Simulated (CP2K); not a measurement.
# Be2Si (Fm-3m) in CP2K: a series of runs, part 2 of 2

CP2K 2026.2. The steps go on from the part before.

## 3. Single point, PBE

Contents of be2si_scf.inp:

```
&GLOBAL
  PROJECT be2si_scf
  RUN_TYPE ENERGY_FORCE
  PRINT_LEVEL LOW
&END GLOBAL
&FORCE_EVAL
  METHOD QS
  STRESS_TENSOR ANALYTICAL
  &DFT
    BASIS_SET_FILE_NAME BASIS_MOLOPT_UZH
    POTENTIAL_FILE_NAME POTENTIAL_UZH
    &MGRID
      CUTOFF 850
      REL_CUTOFF 60
      NGRIDS 5
    &END MGRID
    &QS
      METHOD GPW
      EPS_DEFAULT 1.0E-10
    &END QS
    &KPOINTS
      SCHEME MONKHORST-PACK 9 9 9
      GAMMA_CENTERED T
      SYMMETRY T
      SYMMETRY_BACKEND SPGLIB
    &END KPOINTS
    &SCF
      SCF_GUESS ATOMIC
      EPS_SCF 1.0E-6
      MAX_SCF 100
      ADDED_MOS 12
      CHOLESKY OFF
      EPS_EIGVAL 1.0E-7
      &DIAGONALIZATION ON
        ALGORITHM STANDARD
      &END DIAGONALIZATION
      &MIXING ON
        METHOD BROYDEN_MIXING
        ALPHA 0.4
        BETA 1.5
        NBUFFER 8
      &END MIXING
      &SMEAR ON
        METHOD GAUSSIAN
        SIGMA [eV] 0.1
      &END SMEAR
    &END SCF
    &XC
      &XC_FUNCTIONAL
        &GGA_X_PBE
        &END GGA_X_PBE
        &GGA_C_PBE
        &END GGA_C_PBE
      &END XC_FUNCTIONAL
    &END XC
    &PRINT
      &KPOINTS ON
      &END KPOINTS
      &MULLIKEN ON
      &END MULLIKEN
      &MO ON
        ENERGIES T
        OCCUPATION_NUMBERS T
        &EACH
          QS_SCF 0
        &END EACH
        ADD_LAST NUMERIC
      &END MO
      &LOWDIN ON
      &END LOWDIN
      &HIRSHFELD ON
        SHAPE_FUNCTION DENSITY
      &END HIRSHFELD
      &E_DENSITY_CUBE ON
        STRIDE 2
      &END E_DENSITY_CUBE
      &V_HARTREE_CUBE ON
        STRIDE 2
      &END V_HARTREE_CUBE
      &ELF_CUBE ON
        STRIDE 2
      &END ELF_CUBE
    &END PRINT
  &END DFT
  &SUBSYS
    &CELL
      A 3.7335238047 0.0000000000 0.0000000000
      B 1.8667619023 3.2333264605 0.0000000000
      C 1.8667619023 1.0777754868 3.0484094213
      PERIODIC XYZ
    &END CELL
    &COORD
      SCALED
      Si  0.0000000000 0.0000000000 0.0000000000
      Be  0.2500000000 0.2500000000 0.2500000000
      Be  0.7500000000 0.7500000000 0.7500000000
    &END COORD
    &KIND Si
      BASIS_SET TZVP-MOLOPT-PBE-GTH-q4
      POTENTIAL GTH-PBE-q4
    &END KIND
    &KIND Be
      BASIS_SET TZVP-MOLOPT-PBE-GTH-q4
      POTENTIAL GTH-PBE-q4
    &END KIND
    &PRINT
      &ATOMIC_COORDINATES ON
      &END ATOMIC_COORDINATES
      &CELL ON
      &END CELL
    &END PRINT
  &END SUBSYS
  &PRINT
    &FORCES ON
    &END FORCES
    &STRESS_TENSOR ON
    &END STRESS_TENSOR
  &END PRINT
&END FORCE_EVAL
```

Potentials or basis: POTENTIAL_UZH Si GTH-PBE-q4, Be GTH-PBE-q4; TZVP-MOLOPT-PBE-GTH basis.

Launch:

```console
$ OMP_NUM_THREADS=1 cp2k.psmp -i be2si_scf.inp -o be2si_scf.out
```

be2si_scf.out:

```text

 CP2K| version string:                                       CP2K version 2026.2
 CP2K| Input file name                                             be2si_scf.inp

 GLOBAL| Force Environment number                                              1
 GLOBAL| Basis set file name                                    BASIS_MOLOPT_UZH
 GLOBAL| Potential file name                                       POTENTIAL_UZH
 GLOBAL| MM Potential file name                                     MM_POTENTIAL
 GLOBAL| Coordinate file name                                      __STD_INPUT__
 GLOBAL| Method name                                                        CP2K
 GLOBAL| Project name                                                  be2si_scf
 GLOBAL| Run type                                                   ENERGY_FORCE
 GLOBAL| FFT library                                                       FFTW3
[... 8 lines left out ...]
 GLOBAL| CPU model name                                                  UNKNOWN

 CELL| Volume [angstrom^3]:                                            36.799488
 CELL| Vector a [angstrom]:       3.734     0.000     0.000   |a| =     3.733524
 CELL| Vector b [angstrom]:       1.867     3.233     0.000   |b| =     3.733524
 CELL| Vector c [angstrom]:       1.867     1.078     3.048   |c| =     3.733524
 CELL| Angle (b,c), alpha [degree]:                                    60.000000
 CELL| Angle (a,c), beta  [degree]:                                    60.000000
 CELL| Angle (a,b), gamma [degree]:                                    60.000000
 CELL| Numerically orthorhombic:                                              NO
 CELL| Periodicity                                                           XYZ

 CELL_REF| Volume [angstrom^3]:                                        36.799488
 CELL_REF| Vector a [angstrom     3.734     0.000     0.000   |a| =     3.733524
 CELL_REF| Vector b [angstrom     1.867     3.233     0.000   |b| =     3.733524
 CELL_REF| Vector c [angstrom     1.867     1.078     3.048   |c| =     3.733524
 CELL_REF| Angle (b,c), alpha [degree]:                                60.000000
 CELL_REF| Angle (a,c), beta  [degree]:                                60.000000
 CELL_REF| Angle (a,b), gamma [degree]:                                60.000000
 CELL_REF| Numerically orthorhombic:                                          NO
 CELL_REF| Periodicity                                                       XYZ
[... 9 lines left out ...]
 TOTAL NUMBERS AND MAXIMUM NUMBERS

  Total number of            - Atomic kinds:                                   2
                             - Atoms:                                          3
                             - Shell sets:                                     3
                             - Shells:                                        17
                             - Primitive Cartesian functions:                 16
                             - Cartesian basis functions:                     32
                             - Spherical basis functions:                     31

  Maximum angular momentum of- Orbital basis functions:                        2
                             - Local part of the GTH pseudopotential:          6
                             - Non-local part of the GTH pseudopotential:      2

 MODULE QUICKSTEP: ATOMIC COORDINATES IN ANGSTROM

   Atom Kind Element         X             Y             Z       Z(eff)     Mass
      1    1 Si   14      0.000000      0.000000      0.000000   4.0000  28.0855
      2    2 Be    4      1.866762      1.077775      0.762102   4.0000   9.0122
      3    2 Be    4      5.600286      3.233326      2.286307   4.0000   9.0122

 SCF PARAMETERS         Density guess:                                    ATOMIC
                        --------------------------------------------------------
                        max_scf:                                             100
[... 7 lines left out ...]
                        --------------------------------------------------------
                        level_shift [a.u.]:                             0.000000
                        added MOs                                        12    0
                        --------------------------------------------------------
                        Mixing method:                            BROYDEN_MIXING
[... 77 lines left out ...]
     7 Broy./Diag. 0.40E+00    2.5     0.00005481       -33.2354719790 -3.23E-04
     8 Broy./Diag. 0.40E+00    2.5     0.00014820       -33.2360077301 -5.36E-04
     9 Broy./Diag. 0.40E+00    2.5     0.00001755       -33.2361813273 -1.74E-04
    10 Broy./Diag. 0.40E+00    2.5     0.00001158       -33.2362660850 -8.48E-05
    11 Broy./Diag. 0.40E+00    2.5     0.00000218       -33.2362816659 -1.56E-05
    12 Broy./Diag. 0.40E+00    2.5     0.00000066       -33.2362853506 -3.68E-06

  *** SCF run converged in    12 steps ***

  Electronic density on regular grids:        -11.9999999990        0.0000000010
  Core density on regular grids:               11.9999999986       -0.0000000014
  Total charge density on r-space grids:       -0.0000000004
  Total charge density g-space grids:          -0.0000000004

  Overlap energy of the core charge distribution:               0.00000000000008
  Self energy of the core charge distribution:                -38.03388475095347
  Core Hamiltonian energy:                                      3.03324331280433
  Hartree energy:                                               8.62712236905575
  Exchange-correlation energy:                                 -6.86273150814499
  Smearing free energy correction:                             -0.00003477337511
  Fermi energy:                                                 0.24658043438713

  Total energy:                                               -33.23628535059937
  Total energy (extrapolated to sigma->0):                    -33.23626796391181

 MO| EIGENVALUES AND OCCUPATION NUMBERS FOR K POINT 1
 MO|
 MO|  Index      Eigenvalue [a.u.]        Eigenvalue [eV]             Occupation
 MO|      1              -3.480881             -94.719588               2.000000
 MO|      2              -3.480863             -94.719098               2.000000
 MO|      3              -0.121329              -3.301537               2.000000
 MO|      4              -0.021435              -0.583273               2.000000
 MO|      5               0.194305               5.287319               2.000000
 MO|      6               0.194305               5.287320               2.000000
[... 335 lines left out ...]
 MO|     17               1.033983              28.136099               0.000000
 MO|     18               1.064912              28.977742               0.000000
 MO| Sum:                                                              12.000000
 MO| E(Fermi):            0.246580 a.u.          6.709795 eV
 MO| Band gap:            0.210991 a.u.          5.741351 eV

 [... the levels of further k-points ...]

 The electron density is written in Cube    file format to the file:

 be2si_scf-ELECTRON_DENSITY-1_0.cube

 !-----------------------------------------------------------------------------!
                     Mulliken Population Analysis

 #  Atom  Element  Kind  Atomic population                           Net charge
       1     Si       1          5.069958                             -1.069958
       2     Be       2          3.465013                              0.534987
       3     Be       2          3.465029                              0.534971
 # Total charge                             12.000000                  0.000000

 !-----------------------------------------------------------------------------!

 !-----------------------------------------------------------------------------!
                           Hirshfeld Charges

  #Atom  Element  Kind  Ref Charge     Population                    Net charge
      1       Si     1       4.000          4.086                        -0.086
      2       Be     2       4.000          3.957                         0.043
      3       Be     2       4.000          3.957                         0.043

  Total Charge                                                           -0.000
 !-----------------------------------------------------------------------------!

 LOWDIN POPULATION ANALYSIS

 #  Atom  Element  Kind  Atomic population                           Net charge
       1     Si       1          4.641967                             -0.641967
       2     Be       2          3.679017                              0.320983
       3     Be       2          3.679017                              0.320983
 # Total charge                             12.000000                  0.000000

               ----- ELF is computed on the real space grid -----

 ELF is written in Cube    file format to the file:

 be2si_scf-ELF_S1-1_0.cube

 ENERGY| Total FORCE_EVAL ( QS ) energy [hartree]            -33.236286954556576

 FORCES| Atomic forces [hartree/bohr]
 FORCES|   Atom     x               y               z               |f|
 FORCES|      1  1.08303018E-08  1.75668503E-08  3.37034659E-09   2.09104974E-08
 FORCES|      2  1.35069261E-08  8.71149369E-09  7.22770513E-09   1.76229083E-08
 FORCES|      3 -2.43371100E-08 -2.62783124E-08 -1.05980251E-08   3.73518776E-08
 FORCES| Sum     1.17826055E-13  3.16079493E-14  2.66256660E-14
 FORCES| Total atomic force                                       1.24863797E-13

 STRESS| Analytical stress tensor [bar]
 STRESS|                        x                   y                   z
 STRESS|      x        9.28758493868E+03   6.59840056499E-01   4.64202695026E-01
 STRESS|      y        6.59840056499E-01   9.28586030056E+03   3.48348461614E-01
 STRESS|      z        4.64202695026E-01   3.48348461614E-01   9.28544907815E+03
 STRESS| 1/3 Trace                                             9.28629810580E+03
 STRESS| Determinant                                           8.00806985843E+11

 STRESS| Eigenvectors and eigenvalues of the analytical stress tensor [bar]
 STRESS|                        1                   2                   3
 STRESS| Eigenvalues   9.28524645178E+03   9.28571624708E+03   9.28793161854E+03
 STRESS|      x          -0.049052463715     -0.391882596953      0.918706637621
 STRESS|      y          -0.452551959352      0.828698544086      0.329325746210
 STRESS|      z           0.890387881707      0.399608249709      0.217996942351
```

It took 39 s on 1 thread of Arm Neoverse V2, shared host; peak memory 0.41 GiB.

Results:

- Free energy: -904.4054 eV
- Pressure: 0.9 GPa
- Band gap on the k mesh: none (metal or under the smearing width)
- Mulliken charges: Si -1.07; Be +0.53 e
- Hirshfeld charges: Si -0.09; Be +0.04 e

Levels at points of the mesh, in eV from the Fermi level:
| k point | band 3 | band 4 | band 5 | band 6 | band 7 | band 8 | band 9 | band 10 | band 11 |
| --- | --- | --- | --- | --- | --- | --- | --- | --- | --- |
| (0.00, 0.00, 0.00) | -12.26 | 0.45 | 0.45 | 0.45 | 0.74 | 0.74 | 0.74 | 5.98 | 7.25 |

Caveat: Mulliken charges move with the basis; the basis of atomic orbitals isn't converged, which shifts pressures, moduli and gaps.
